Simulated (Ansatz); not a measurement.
Task: a single point in a Gaussian basis of C₂H₈AlClSi, SMILES C[CH]([AlH2])[SiH2]Cl, with Ansatz 0.2.0 through its Python package. Give the script and its output. Settings: PBE, def2-SVP basis, multiplicity 1.

```xyz
13

C    -1.3915    0.4897    0.1800
C    -0.2837   -0.2785   -0.4054
Al    0.2579   -1.7179    0.8470
Si    1.2603    0.8415   -0.7933
Cl    1.8401    1.8216    0.9171
H    -2.3115   -0.1129    0.3526
H    -1.1230    1.0230    1.1283
H    -1.7132    1.3357   -0.5613
H    -0.6023   -0.7452   -1.3055
H     1.4873   -2.6989    0.4841
H    -0.4438   -1.8684    2.2968
H     2.3051    0.0249   -1.3119
H     0.7387    1.8505   -1.8138
```

Script `c2h8alclsi_energy.py`:
```python
"""Electronic structure of the C2H8AlClSi molecule."""

import ansatz

GEOMETRY = """
C    -1.39150    0.48970    0.18000
C    -0.28370   -0.27850   -0.40540
Al    0.25790   -1.71790    0.84700
Si    1.26030    0.84150   -0.79330
Cl    1.84010    1.82160    0.91710
H    -2.31150   -0.11290    0.35260
H    -1.12300    1.02300    1.12830
H    -1.71320    1.33570   -0.56130
H    -0.60230   -0.74520   -1.30550
H     1.48730   -2.69890    0.48410
H    -0.44380   -1.86840    2.29680
H     2.30510    0.02490   -1.31190
H     0.73870    1.85050   -1.81380
"""


def main() -> None:
    mol = ansatz.Crystal.molecule()
    for line in GEOMETRY.strip().splitlines():
        symbol, *xyz = line.split()
        mol = mol.atom(symbol, [float(v) for v in xyz])

    setup = (
        mol.calculation()
        .basis(gaussian="def2-SVP")
        .functional("pbe")
    )
    out = setup.run(threads=1, pin="off")
    summary = out.report

    print("reference energy %16.6f eV" % summary["reference_energy_ev"])
    print("total energy     %16.6f eV" % summary["free_energy_ev"])
    print("occupied orbitals outside the frozen core (up, down):", summary["n_occupied"], " frozen:", summary["n_frozen"], " virtual:", summary["n_virtual"])

    field = summary["mean_field"]
    print("<S^2> =", round(abs(field["state"]["spin_squared"]), 4), " all-electron relativity setting:", field["relativity"])
    print("passes:", field["passes"])
    if "symmetry" in field:
        print("occupied orbitals by irrep:", field["symmetry"]["occupied"])


if __name__ == "__main__":
    main()
```

```console
$ python c2h8alclsi_energy.py
reference energy    -29175.815478 eV
total energy        -29175.815478 eV
occupied orbitals outside the frozen core (up, down): [32, 32]  frozen: 0  virtual: [90, 90]
<S^2> = 0.0  all-electron relativity setting: none
passes: {'evaluations': 16, 'products': 11}
occupied orbitals by irrep: [{'A': 32}, {'A': 32}]
```

Reading the output:
- Total energies depend on the basis set; only differences at equal settings carry meaning.
- The geometry is a force-field or estimated start, not a minimum of this method, and the basis set is short of its limit.
- Timing: 4.2 s on 1 thread of Arm Neoverse V2, with other jobs on the host, peak memory 0.22 GiB.
